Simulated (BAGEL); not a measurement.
# A workflow on C2H5BO (SMILES B1CCO1)

We compute the energy (HF/def2-SVP), then a single-point energy (NEVPT2(2,2)/def2-SVP), then the energy (CASPT2(2,2)/def2-SVP) of C2H5BO. 

Program for the calculation: BAGEL 1.2.2.

**1. The structure to begin with**

The species is C2H5BO (9 atoms), meant as a singlet with charge 0. SMILES: `B1CCO1`. One bond was lengthened or shortened from a relaxed shape.

Bond lengths: B1–C2 1.580 Å, C2–C3 1.533 Å, B1–O4 1.364 Å, C3–O4 1.455 Å, B1–H5 1.195 Å, C2–H6 1.091 Å, C2–H7 1.091 Å, C3–H8 1.092 Å, C3–H9 0.928 Å. Some angles: B1–C2–C3 80.2°, C2–B1–O4 95.4°, C2–C3–O4 93.7°, B1–O4–C3 90.7°, B1–C2–H6 117.4°, B1–C2–H7 117.4°, C3–C2–H6 115.4°, C3–C2–H7 115.4°, C2–B1–H5 139.9°, O4–B1–H5 124.7°.

**2. A single-point energy at HF/def2-SVP (density fitting with svp-jkfit) (run 1)**

The input, job.json:

```json
{ "bagel": [

{
  "title": "molecule",
  "basis": "svp",
  "df_basis": "svp-jkfit",
  "angstrom": "true",
  "geometry": [
    { "atom": "B", "xyz": [      -0.297715,       0.176909,      -1.066429 ] },
    { "atom": "C", "xyz": [       0.610885,       0.492209,       0.186571 ] },
    { "atom": "C", "xyz": [       0.006285,      -0.844391,       0.633271 ] },
    { "atom": "O", "xyz": [      -0.779915,      -1.003291,      -0.580629 ] },
    { "atom": "H", "xyz": [      -0.592115,       0.648009,      -2.123929 ] },
    { "atom": "H", "xyz": [       0.341185,       1.354209,       0.797771 ] },
    { "atom": "H", "xyz": [       1.691085,       0.489309,       0.036571 ] },
    { "atom": "H", "xyz": [      -0.652715,      -0.806091,       1.502771 ] },
    { "atom": "H", "xyz": [       0.600600,      -1.551500,       0.721500 ] }
  ]
},

{
  "title": "hf"
},

{
  "title": "print",
  "file": "orbitals.molden",
  "orbitals": "true"
}

]}
```

Launch:

```console
$ BAGEL_NUM_THREADS=1 BAGEL job.json > job.out
```

What it wrote:

```text
* using 1 threads per process

  ===============================================================
  ===============================================================

  *** Geometry ***

  { "atom" : "B", "xyz" : [     -0.562600,      0.334310,     -2.015259 ] },
  { "atom" : "C", "xyz" : [      1.154405,      0.930140,      0.352568 ] },
  { "atom" : "C", "xyz" : [      0.011877,     -1.595668,      1.196709 ] },
  { "atom" : "O", "xyz" : [     -1.473826,     -1.895945,     -1.097230 ] },
  { "atom" : "H", "xyz" : [     -1.118935,      1.224560,     -4.013644 ] },
  { "atom" : "H", "xyz" : [      0.644746,      2.559084,      1.507569 ] },
  { "atom" : "H", "xyz" : [      3.195688,      0.924660,      0.069109 ] },
  { "atom" : "H", "xyz" : [     -1.233453,     -1.523291,      2.839826 ] },
  { "atom" : "H", "xyz" : [      1.134970,     -2.931910,      1.363437 ] },

  Number of auxiliary basis functions:      392

  Since a DF basis is specified, we compute 2- and 3-index integrals:
    o Being stored without compression. Storage requirement is 0.021 GB

  Number of basis functions:       81
  Number of electrons      :       30

    * METHOD: MOLECULE                             0.14

  *** RHF ***

  === Nuclear Repulsion ===
   112.5237579744

      * DIIS with orbital gradients will be used.

  === RHF iteration (svp) ===
      0       -177.86929414          0.01801900           0.04
      1       -177.99485325          0.01095645           0.04
      2       -178.04096069          0.00195994           0.04
      3       -178.04291013          0.00075608           0.04
      4       -178.04313385          0.00009268           0.04
      5       -178.04314077          0.00002093           0.04
      6       -178.04314119          0.00000620           0.04
      7       -178.04314122          0.00000157           0.04
      8       -178.04314122          0.00000046           0.04
      9       -178.04314122          0.00000015           0.04
     10       -178.04314122          0.00000005           0.04
     11       -178.04314122          0.00000002           0.04
     12       -178.04314122          0.00000001           0.04
    * SCF iteration converged.

    * Permanent dipole moment:
           (   -0.507364,    -0.275133,    -0.537343) a.u.

    * METHOD: HF                                   0.58

    * METHOD: PRINT                                0.01

  ===============================================================
```

Wall time 0.9 s (1 thread of Arm Neoverse V2, shared host); peak memory 0.15 GiB.

**3. A single-point energy at NEVPT2(2,2)/def2-SVP (density fitting with svp-jkfit) (run 2)**

The input, calc.json:

```json
{ "bagel" : [

{
  "title" : "molecule",
  "basis" : "svp",
  "df_basis" : "svp-jkfit",
  "angstrom" : "true",
  "geometry" : [
    { "atom" : "B", "xyz" : [      -0.297715,       0.176909,      -1.066429 ] },
    { "atom" : "C", "xyz" : [       0.610885,       0.492209,       0.186571 ] },
    { "atom" : "C", "xyz" : [       0.006285,      -0.844391,       0.633271 ] },
    { "atom" : "O", "xyz" : [      -0.779915,      -1.003291,      -0.580629 ] },
    { "atom" : "H", "xyz" : [      -0.592115,       0.648009,      -2.123929 ] },
    { "atom" : "H", "xyz" : [       0.341185,       1.354209,       0.797771 ] },
    { "atom" : "H", "xyz" : [       1.691085,       0.489309,       0.036571 ] },
    { "atom" : "H", "xyz" : [      -0.652715,      -0.806091,       1.502771 ] },
    { "atom" : "H", "xyz" : [       0.600600,      -1.551500,       0.721500 ] }
  ]
},

{ "title" : "hf" },

{ "title" : "casscf", "nstate" : 1, "nact" : 2, "nclosed" : 14, "active" : [7, 40], "maxiter" : 200, "natocc" : "true" },

{ "title" : "nevpt2", "nstate" : 1, "nact" : 2, "nclosed" : 14, "active" : [7, 40], "maxiter" : 200, "natocc" : "true", "ncore" : 4 },

{ "title" : "print", "file" : "orbitals.molden", "orbitals" : "true" }

]}
```

Launch:

```console
$ BAGEL_NUM_THREADS=1 BAGEL calc.json > calc.out
```

What it wrote:

```text
* using 1 threads per process

  ===============================================================
  ===============================================================

  *** Geometry ***

  { "atom" : "B", "xyz" : [     -0.562600,      0.334310,     -2.015259 ] },
  { "atom" : "C", "xyz" : [      1.154405,      0.930140,      0.352568 ] },
  { "atom" : "C", "xyz" : [      0.011877,     -1.595668,      1.196709 ] },
  { "atom" : "O", "xyz" : [     -1.473826,     -1.895945,     -1.097230 ] },
  { "atom" : "H", "xyz" : [     -1.118935,      1.224560,     -4.013644 ] },
  { "atom" : "H", "xyz" : [      0.644746,      2.559084,      1.507569 ] },
  { "atom" : "H", "xyz" : [      3.195688,      0.924660,      0.069109 ] },
  { "atom" : "H", "xyz" : [     -1.233453,     -1.523291,      2.839826 ] },
  { "atom" : "H", "xyz" : [      1.134970,     -2.931910,      1.363437 ] },

  Number of auxiliary basis functions:      392

  Since a DF basis is specified, we compute 2- and 3-index integrals:
    o Being stored without compression. Storage requirement is 0.021 GB

  Number of basis functions:       81
  Number of electrons      :       30

    * METHOD: MOLECULE                             0.14

  *** RHF ***

  === Nuclear Repulsion ===
   112.5237579744

      * DIIS with orbital gradients will be used.

  === RHF iteration (svp) ===
      0       -177.86929414          0.01801900           0.04
      1       -177.99485325          0.01095645           0.04
      2       -178.04096069          0.00195994           0.03
      3       -178.04291013          0.00075608           0.04
      4       -178.04313385          0.00009268           0.04
      5       -178.04314077          0.00002093           0.04
      6       -178.04314119          0.00000620           0.04
      7       -178.04314122          0.00000157           0.04
      8       -178.04314122          0.00000046           0.04
      9       -178.04314122          0.00000015           0.04
     10       -178.04314122          0.00000005           0.04
     11       -178.04314122          0.00000002           0.04
     12       -178.04314122          0.00000001           0.03
    * SCF iteration converged.

    * Permanent dipole moment:
           (   -0.507364,    -0.275133,    -0.537343) a.u.

    * METHOD: HF                                   0.58

  ---------------------------
      CASSCF calculation
  ---------------------------

    ==== Active orbitals : =====
         Orbital 7
         Orbital 40
    ============================

    * nstate   :      1
    * nclosed  :     14
    * nact     :      2
    * nvirt    :     65
  === CASSCF iteration (svp) ===

    * Using the second-order algorithm

      0  0      -178.04325428     2.47e-05      0.02

      1  0      -178.04415064     1.68e-04      0.14

      2  0      -178.05371281     6.82e-04      0.17

      3  0      -178.05510458     1.59e-04      0.25

      4  0      -178.05514146     3.77e-05      0.25

      5  0      -178.05514212     9.07e-06      0.25

      6  0      -178.05514213     2.22e-06      0.25

      7  0      -178.05514214     5.43e-07      0.26

      8  0      -178.05514214     1.32e-07      0.25

      9  0      -178.05514214     3.17e-08      0.21

     10  0      -178.05514214     7.64e-09      0.19

    * Second-order optimization converged. *

     guess   0:   closed 1.                   open ..

  === FCI iteration ===

      0  0      -178.04305814     8.45e-02      0.00
      1  0      -178.05514045     7.46e-04      0.00
      2  0 *    -178.05514214     1.65e-16      0.00

     * ci vector, state   0, <S^2> = 0.0000
       2.     0.9974519363
       .2    -0.0713416756

    * METHOD: CASSCF                               2.32

    * freezing 4 orbitals

  === DF-NEVPT2 calculation ===

    * 3-index integral transformation done
    * assembly done

      NEVPT2 correlation energy:   -0.5236370630      0.14

          (+0)     -0.4731680083
          (+0)'    -0.0131078985
          (+1)     -0.0030082315
          (+1)'    -0.0000000000
          (+2)     -0.0000850506
          (-1)     -0.0233612124
          (-1)'     0.0000000000
          (-2)     -0.0109066617

      NEVPT2 total energy:       -178.5787791984

    * METHOD: NEVPT2                               0.23

    * METHOD: PRINT                                0.01

  ===============================================================
```

Wall time 3.6 s (1 thread of Arm Neoverse V2, shared host); peak memory 0.15 GiB.

**4. A single-point energy at CASPT2(2,2)/def2-SVP (density fitting with svp-jkfit) (run 3)**

The input, input.json:

```json
{ "bagel": [

{
  "title": "molecule",
  "basis": "svp",
  "df_basis": "svp-jkfit",
  "angstrom": true,
  "geometry": [
    { "atom": "B", "xyz": [   -0.297715,    0.176909,   -1.066429 ] },
    { "atom": "C", "xyz": [    0.610885,    0.492209,    0.186571 ] },
    { "atom": "C", "xyz": [    0.006285,   -0.844391,    0.633271 ] },
    { "atom": "O", "xyz": [   -0.779915,   -1.003291,   -0.580629 ] },
    { "atom": "H", "xyz": [   -0.592115,    0.648009,   -2.123929 ] },
    { "atom": "H", "xyz": [    0.341185,    1.354209,    0.797771 ] },
    { "atom": "H", "xyz": [    1.691085,    0.489309,    0.036571 ] },
    { "atom": "H", "xyz": [   -0.652715,   -0.806091,    1.502771 ] },
    { "atom": "H", "xyz": [    0.600600,   -1.551500,    0.721500 ] }
  ]
},
{ "title": "hf" },
{ "title": "casscf", "nstate": 1, "nact": 2, "nclosed": 14, "nspin": 0, "active": [7, 40], "maxiter": 200, "natocc": true },
{ "title": "print", "file": "orbitals.molden", "orbitals": true },
{ "title": "smith", "method": "caspt2", "ms": true, "xms": true, "sssr": true, "shift": 0.2, "shift_imag": true, "ncore": 4 }

]}
```

Launch:

```console
$ BAGEL_NUM_THREADS=1 BAGEL input.json > input.out
```

What it wrote:

```text
* using 1 threads per process

  ===============================================================
  ===============================================================

  *** Geometry ***

  { "atom" : "B", "xyz" : [     -0.562600,      0.334310,     -2.015259 ] },
  { "atom" : "C", "xyz" : [      1.154405,      0.930140,      0.352568 ] },
  { "atom" : "C", "xyz" : [      0.011877,     -1.595668,      1.196709 ] },
  { "atom" : "O", "xyz" : [     -1.473826,     -1.895945,     -1.097230 ] },
  { "atom" : "H", "xyz" : [     -1.118935,      1.224560,     -4.013644 ] },
  { "atom" : "H", "xyz" : [      0.644746,      2.559084,      1.507569 ] },
  { "atom" : "H", "xyz" : [      3.195688,      0.924660,      0.069109 ] },
  { "atom" : "H", "xyz" : [     -1.233453,     -1.523291,      2.839826 ] },
  { "atom" : "H", "xyz" : [      1.134970,     -2.931910,      1.363437 ] },

  Number of auxiliary basis functions:      392

  Since a DF basis is specified, we compute 2- and 3-index integrals:
    o Being stored without compression. Storage requirement is 0.021 GB

  Number of basis functions:       81
  Number of electrons      :       30

    * METHOD: MOLECULE                             0.14

  *** RHF ***

  === Nuclear Repulsion ===
   112.5237579744

      * DIIS with orbital gradients will be used.

  === RHF iteration (svp) ===
      0       -177.86929414          0.01801900           0.03
      1       -177.99485325          0.01095645           0.03
      2       -178.04096069          0.00195994           0.04
      3       -178.04291013          0.00075608           0.03
      4       -178.04313385          0.00009268           0.03
      5       -178.04314077          0.00002093           0.03
      6       -178.04314119          0.00000620           0.04
      7       -178.04314122          0.00000157           0.04
      8       -178.04314122          0.00000046           0.03
      9       -178.04314122          0.00000015           0.04
     10       -178.04314122          0.00000005           0.04
     11       -178.04314122          0.00000002           0.04
     12       -178.04314122          0.00000001           0.04
    * SCF iteration converged.

    * Permanent dipole moment:
           (   -0.507364,    -0.275133,    -0.537343) a.u.

    * METHOD: HF                                   0.56

  ---------------------------
      CASSCF calculation
  ---------------------------

    ==== Active orbitals : =====
         Orbital 7
         Orbital 40
    ============================

    * nstate   :      1
    * nclosed  :     14
    * nact     :      2
    * nvirt    :     65
  === CASSCF iteration (svp) ===

    * Using the second-order algorithm

      0  0      -178.04325428     2.47e-05      0.02

      1  0      -178.04415064     1.68e-04      0.14

      2  0      -178.05371281     6.82e-04      0.16

      3  0      -178.05510458     1.59e-04      0.25

      4  0      -178.05514146     3.77e-05      0.25

      5  0      -178.05514212     9.07e-06      0.25

      6  0      -178.05514213     2.22e-06      0.25

      7  0      -178.05514214     5.43e-07      0.26

      8  0      -178.05514214     1.32e-07      0.24

      9  0      -178.05514214     3.17e-08      0.20

     10  0      -178.05514214     7.64e-09      0.19

    * Second-order optimization converged. *

     guess   0:   closed 1.                   open ..

  === FCI iteration ===

      0  0      -178.04305814     8.45e-02      0.00
      1  0      -178.05514045     7.46e-04      0.00
      2  0 *    -178.05514214     1.65e-16      0.00

     * ci vector, state   0, <S^2> = 0.0000
       2.     0.9974519363
       .2    -0.0713416756

    * METHOD: CASSCF                               2.30

    * METHOD: PRINT                                0.01

  === SMITH program ===

    * freezing 4 orbitals

    * Approximate memory requirement for SMITH calulation per MPI process:
      o Storage requirement for T-amplitude, lambda, and residual is 0.02 GB
      o Storage requirement for MO integrals is 0.01 GB
    * Calculating and saving rdm4f

    * Zeroth order energy : state  0       -1.4141792819

    * CASPT2 iteration is performed using orthogonal basis

      -------------------------------------------  CASPT2 iteration  ---------------------------------------------------
       #      aibj      arbs      arbi      airj      risj      airs      arst      rist         Etot      error   time
      ------------------------------------------------------------------------------------------------------------------

       0  -0.47239  -0.01300  -0.02430  -0.00342  -0.00012  -0.01140  -0.00000  -0.00000   -0.5246407  0.0018926   0.06
       1  -0.47277  -0.01310  -0.02442  -0.00355  -0.00014  -0.01182  -0.00000  -0.00000   -0.5257920  0.0003321   0.06
       2  -0.47280  -0.01311  -0.02442  -0.00355  -0.00014  -0.01182  -0.00000  -0.00000   -0.5258356  0.0000672   0.06
       3  -0.47279  -0.01310  -0.02442  -0.00355  -0.00014  -0.01183   0.00000  -0.00000   -0.5258371  0.0000148   0.06
       4  -0.47279  -0.01310  -0.02442  -0.00355  -0.00014  -0.01183  -0.00000  -0.00000   -0.5258372  0.0000040   0.06
       5  -0.47279  -0.01310  -0.02442  -0.00355  -0.00014  -0.01183  -0.00000  -0.00000   -0.5258372  0.0000009   0.06

      ------------------------------------------------------------------------------------------------------------------

    * CASPT2 energy : state  0     -178.5833121070
        w/o shift correction       -178.5809793095
        reference weight              0.8596885647

    * METHOD: SMITH                                0.52

  ===============================================================
```

Run time: 3.9 s. Hardware: 1 thread of Arm Neoverse V2, shared host; peak memory 0.17 GiB.

**5. Outcome**

```
                                 quantity          value
         run 1, HF/def2-SVP: total energy  -178.04314 Eh
        run 1, HF/def2-SVP: dipole moment         2.00 D
          run 1, HF/def2-SVP: HOMO energy      -11.76 eV
          run 1, HF/def2-SVP: LUMO energy        3.82 eV
        run 1, HF/def2-SVP: HOMO–LUMO gap       15.58 eV
run 2, NEVPT2(2,2)/def2-SVP: total energy  -178.57878 Eh
run 3, CASPT2(2,2)/def2-SVP: total energy  -178.58331 Eh
```
